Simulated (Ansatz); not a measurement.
# C₃H₉As: small, medium and large basis sets

One table from this session's results is given with a row withheld; the runs are named, their logs left out.

The runs use Ansatz 0.2.0, Gaussian basis; one geometry, several basis sets.

The runs, in order: PBE0-D4/def2-SVP; ωB97M-V/def2-SVP; PBE0-D4/def2-QZVPP; ωB97M-V/def2-QZVPP; the functionals' def2-TZVPP values are taken from earlier runs.

## The relaxed structure

All runs share one geometry, relaxed beforehand with PBE0-D4 in a triple-zeta def2 set.

SMILES `CC[AsH]C`, 13 atoms, charge 0, spin multiplicity 1.

Atoms are counted from 1 here; the program's logs count them from 0.

Bond lengths: C1–C2 1.518 Å, C1–H5 1.093 Å, C1–H6 1.093 Å, C1–H7 1.093 Å, C2–As3 1.976 Å, C2–H8 1.092 Å, C2–H9 1.094 Å, As3–C4 1.968 Å, As3–H10 1.528 Å, C4–H11 1.091 Å, C4–H12 1.090 Å, C4–H13 1.090 Å. Angles: C2–C1–H5 111.3°, C2–C1–H6 111.3°, C2–C1–H7 111.4°, H5–C1–H6 107.5°, H5–C1–H7 107.6°, H6–C1–H7 107.5°, C1–C2–As3 112.0°, C1–C2–H8 111.4°, C1–C2–H9 110.7°, As3–C2–H8 109.0°, As3–C2–H9 106.1°, H8–C2–H9 107.4°, C2–As3–C4 97.8°, C2–As3–H10 95.0°, C4–As3–H10 95.5°, As3–C4–H11 108.6°, As3–C4–H12 109.2°, As3–C4–H13 111.9° and more.

As a file:

```xyz
13
charge 0, multiplicity 1
C    -0.44995    2.02829   -0.28754
C    -0.59481    0.51890   -0.21723
As    1.15322   -0.39777   -0.31615
C     0.54137   -2.19692    0.19621
H    -1.42584    2.52146   -0.27814
H     0.12088    2.41310    0.56165
H     0.06818    2.33783   -1.19882
H    -1.10771    0.21041    0.69642
H    -1.18094    0.14703   -1.06239
H     1.59701    0.01093    1.08764
H     0.01539   -2.63902   -0.65106
H     1.40712   -2.81915    0.42458
H    -0.12343   -2.16981    1.05952
```

Set-up of the first run:

The input, in.yaml:

```yaml
crystal:
  periodic: [false, false, false]
  atoms:
    - {symbol: C, position_ang: [-0.449952, 2.028290, -0.287537]}
    - {symbol: C, position_ang: [-0.594812, 0.518897, -0.217232]}
    - {symbol: As, position_ang: [1.153220, -0.397771, -0.316146]}
    - {symbol: C, position_ang: [0.541373, -2.196916, 0.196206]}
    - {symbol: H, position_ang: [-1.425839, 2.521462, -0.278141]}
    - {symbol: H, position_ang: [0.120884, 2.413102, 0.561651]}
    - {symbol: H, position_ang: [0.068185, 2.337834, -1.198818]}
    - {symbol: H, position_ang: [-1.107707, 0.210414, 0.696415]}
    - {symbol: H, position_ang: [-1.180938, 0.147032, -1.062390]}
    - {symbol: H, position_ang: [1.597005, 0.010933, 1.087641]}
    - {symbol: H, position_ang: [0.015392, -2.639017, -0.651058]}
    - {symbol: H, position_ang: [1.407119, -2.819148, 0.424584]}
    - {symbol: H, position_ang: [-0.123431, -2.169812, 1.059524]}
basis:
  gaussian: {orbitals: def2-SVP}
hamiltonian: {xc: pbe0, dispersion: d4}
output: {orbitals: {seedname: orbitals}}
```

Launch:

```sh
> ansatz run in.yaml --threads 4 --pin off --events-out ev --progress --plain --max-ram 10444MiB
```

Steps of the session up to this table: PBE0-D4 in def2-SVP; ωB97M-V in def2-SVP; PBE0-D4 in def2-QZVPP; ωB97M-V in def2-QZVPP.

One table of the session follows, with a row left open; its other results are not shown here.

It belongs to the step «Functionals by basis». 

```
functional       basis  HOMO (eV)  LUMO (eV)
   PBE0-D4    def2-SVP      -6.66       1.05
   PBE0-D4  def2-TZVPP      -6.70       0.66
   PBE0-D4  def2-QZVPP      -6.74       0.35
   ωB97M-V    def2-SVP          ?          ?
   ωB97M-V  def2-TZVPP      -8.87       2.25
   ωB97M-V  def2-QZVPP      -8.91       1.68
```

**Question.** Estimate the row for ωB97M-V, def2-SVP.

**Answer.** HOMO (eV): -8.82; LUMO (eV): 2.85. In the column «HOMO (eV)» it lies between ωB97M-V, def2-TZVPP (-8.87) and PBE0-D4, def2-QZVPP (-6.74).
